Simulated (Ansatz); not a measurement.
# ZrO+ (doublet): the correlation ladder, def2-TZVPP

The task here is to estimate one member of a computed series from the others.

Method: def2-TZVPP, core rule «outside noble gas», up to 5 orbitals frozen; program: Ansatz 0.2.0, Gaussian basis.

Plan: UHF; ROHF; CCSD(T) on UHF.

### The geometry

The geometry is a PBE0/def2-TZVP stationary point (not a proven minimum) of the parent state, kept for this charge and spin. No spin-orbit coupling is included. Elements past krypton take def2 core potentials.

2 atoms, charge 1, spin multiplicity 2.

Atoms are counted from 1 here; the program's logs count them from 0.

Bond lengths: Zr1–O2 1.915 Å.

The first run:

in.yaml reads:

```yaml
crystal:
  periodic: [false, false, false]
  atoms:
    - {symbol: Zr, position_ang: [0.000000, 0.000000, 0.000000]}
    - {symbol: O, position_ang: [0.000000, 0.000000, 1.915000]}
basis:
  gaussian: {orbitals: def2-TZVPP}
total_charge: 1
magnetization: {spin_polarized: true, initial_magnetization: 1}
hamiltonian: {xc: hf}
output: {orbitals: {seedname: orbitals}}
```

Run with:

```sh
ansatz run in.yaml --threads 1 --pin off --events-out ev --progress --plain --max-ram 3968MiB --backend cpu
```

Among the steps run: UHF; ROHF; CCSD(T) on UHF.

One of the session's tables, all rows but one given; the rest of the session is left out.

| method | from UCCSD(T) (meV) |
| --- | --- |
| ROHF | +9492.8 |
| UHF | ? |
| UMP2 | +1913.4 |
| UCCSD | +551.8 |
| UCCSD(T) | 0 |

**Question.** Estimate the row for UHF.

As computed: from UCCSD(T) (meV): +8914.1. In the column «from UCCSD(T) (meV)» it lies between UMP2 (+1913.4) and ROHF (+9492.8).

The program flags UCCSD(T) as in doubt (see the logs), so the zero of the table is itself unsure.

Limits of these values: The determinant is far from a pure spin state, so its energy mixes those of several spin states (harmless only where they are near-degenerate, as at dissociation). The program flags UCCSD(T) as in doubt, so the zero of the table is itself unsure. Warnings: spin contamination; coupled cluster took another determinant than the lowest.
